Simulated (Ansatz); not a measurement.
# GaIr: the cost of one run

Computed with Ansatz 0.2.0 (DFT LDA, scalar-relativistic, plane waves, PAW, unless a step's input says otherwise).

## 1. Starting point

Symmetry: Pm-3m, No. 221, cubic system. The conventional cell has a = 3.004 Å, b = 3.004 Å, c = 3.004 Å, α = 90.00°, β = 90.00°, γ = 90.00°. Ga (site symmetry m-3m) is surrounded by 8 Ir at 2.60 Å. Ir (site symmetry m-3m) is surrounded by 8 Ga at 2.60 Å.

Coordinates:

```cif
data_structure
_symmetry_space_group_name_H-M 'P 1'
_symmetry_Int_Tables_number 1
_cell_length_a 3.0040
_cell_length_b 3.0040
_cell_length_c 3.0040
_cell_angle_alpha 90.000
_cell_angle_beta 90.000
_cell_angle_gamma 90.000
_cell_volume 27.11
loop_
_atom_site_label
_atom_site_type_symbol
_atom_site_fract_x
_atom_site_fract_y
_atom_site_fract_z
_atom_site_occupancy
Ga1 Ga 0.00000 0.00000 0.00000 1
Ir1 Ir 0.50000 0.50000 0.50000 1
```

The structure comes from the Crystallography Open Database.

(A quick probe on a coarse mesh, which set the mesh and smearing, is not shown.)

## 3. Relaxing cell and atoms

Contents of input.yaml:

```yaml
crystal:
  lattice:
    - [3.004, 0.0, 0.0]
    - [0.0, 3.004, 0.0]
    - [0.0, 0.0, 3.004]
  atoms:
    - { symbol: Ga, position: [0.0, 0.0, 0.0] }
    - { symbol: Ir, position: [0.5, 0.5, 0.5] }
basis:
  ecutwfc: 420
kpoints:
  mp_grid: { grid: [14, 14, 14] }
hamiltonian:
  xc: lda
scf:
  occupations: { method: gaussian, width: 0.1 }
output:
  forces: true
  stress: true
  eigenvalues: true
relax:
  adjacent_minimum: "off"
  f_tol: 0.005
  max_steps: 80
  cell: { stress_tol: 0.05 }
```

Started as:

```sh
$ ansatz run input.yaml --threads 1 --pin off --max-ram 2560MiB --backend cpu --events-out ev --progress --plain --runs-dir out
```

What time and memory should one allow on 1 thread of an x86-64 CPU, shared host?

About 7.7 s, with a peak of 0.38 GiB.
